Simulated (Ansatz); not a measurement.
## SiF under changes of volume

One of the cells (13.890 Å³/atom); the others are scaled copies at fixed shape and fractional positions:

```xyz
2
Lattice="3.0286 0.0000 0.0000 0.0000 3.0286 0.0000 0.0000 0.0000 3.0286" Properties=species:S:1:pos:R:3 pbc="T T T"
Si    1.5143    1.5143    1.5143
F     0.0000    0.0000    0.0000
```

The cell was built by a generator and needn't be a form met in nature.

| Quantity | Value |
| --- | --- |
| Program | Ansatz 0.2.0 |
| Functional | PBE |
| Potentials or basis | SPMS NC |
| Cutoff | 1007 eV (not typed: the program's choice for these potentials) |
| k mesh | 9 × 9 × 9 |
| Occupations | fermi-dirac, width 0.05 eV |
| Spin | no spin polarisation |

```csv
volume (Å³/atom),energy over the lowest point (meV/atom),pressure (GPa)
13.056,12.99,5.3
13.334,5.56,3.4
13.612,1.34,1.6
13.890,0.00,0.1
14.168,1.23,-1.3
14.445,?,?
14.723,10.24,-3.7
```

What does the run at 14.445 Å³/atom give?

Energy over the lowest point 4.73 meV/atom; pressure -2.6 GPa.

Worked out: A Birch-Murnaghan fit of order 3 (a polynomial in V^(-2/3)) to the other rows has its minimum at 13.89 Å³/atom with B0 = V·E''(V) = 74 GPa and B' = 4.8. It gives 4.71 meV/atom at 14.445 Å³/atom, against the run's 4.73, and -dE/dV = -2.6 GPa, against -2.6.

Energies are extrapolated to zero smearing.

Caveats: an odd number of electrons without spin polarisation forces a metal; a magnetic or distorted state may lie lower.
